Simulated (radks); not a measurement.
**Ag⁴⁺ in [Kr] 4d7: an all-electron calculation**

An exercise on one series of results from a longer session: the logs are not shown, and one member is left open.

The numbers are computed with radks (a radial shooting solver on a logarithmic mesh, Libxc functionals) version 1 (scalar-relativistic Kohn-Sham, PBE, spin-unpolarised, spherical densities, point nucleus), except any that are marked as measured or tabulated.

### What is computed

* element: silver (Z = 47)
* charge: +4
* electrons: 43
* configuration: [Kr] 4d7

The outer shells:

Ag⁴⁺
```
[Kr] core
4d [↑↓][↑↓][↑ ][↑ ][↑ ]
```

The first run:

Settings of this run:

```text
Z 47
configuration [Kr] 4d7 5s0 5p0 4f0 5d0
relativity scalar-relativistic
functional pbe,pbe
spin unpolarised
nucleus point
c 137.035999084
```

Launch:

```bash
> python run_ks.py task.json out
```

The same process makes all the runs of this session.

Among the steps run: Self-consistent calculation.

One of the session's tables, all rows but one given; the rest of the session is left out.

It belongs to the step «Radial structure». Radial moments (bohr):

```
level      <r>  outermost maximum (interpolated)  90 % within  nodes
   1s  0.03111                            0.0202       0.0558      0
   2s   0.1349                             0.114        0.208      1
   2p   0.1177                            0.0911        0.192      0
   3s   0.3684                             0.333        0.543      2
   3p        ?                                 ?            ?      ?
   3d   0.3456                             0.274        0.547      0
   4s   0.9006                             0.819         1.30      3
   4p   0.9765                             0.870         1.43      2
   4d    1.199                             0.996         1.84      1
   5s    2.183                              2.00         3.11      4
   5p    2.486                              2.28         3.55      3
```

**Question.** Estimate the row for 3p.

As computed: <r>: 0.3675; outermost maximum (interpolated): 0.326; 90 % within: 0.553; nodes: 1. In the column «<r>» it lies between 3d (0.3456) and 3s (0.3684).

To keep in mind: Spin polarisation and multiplet splitting are left out.
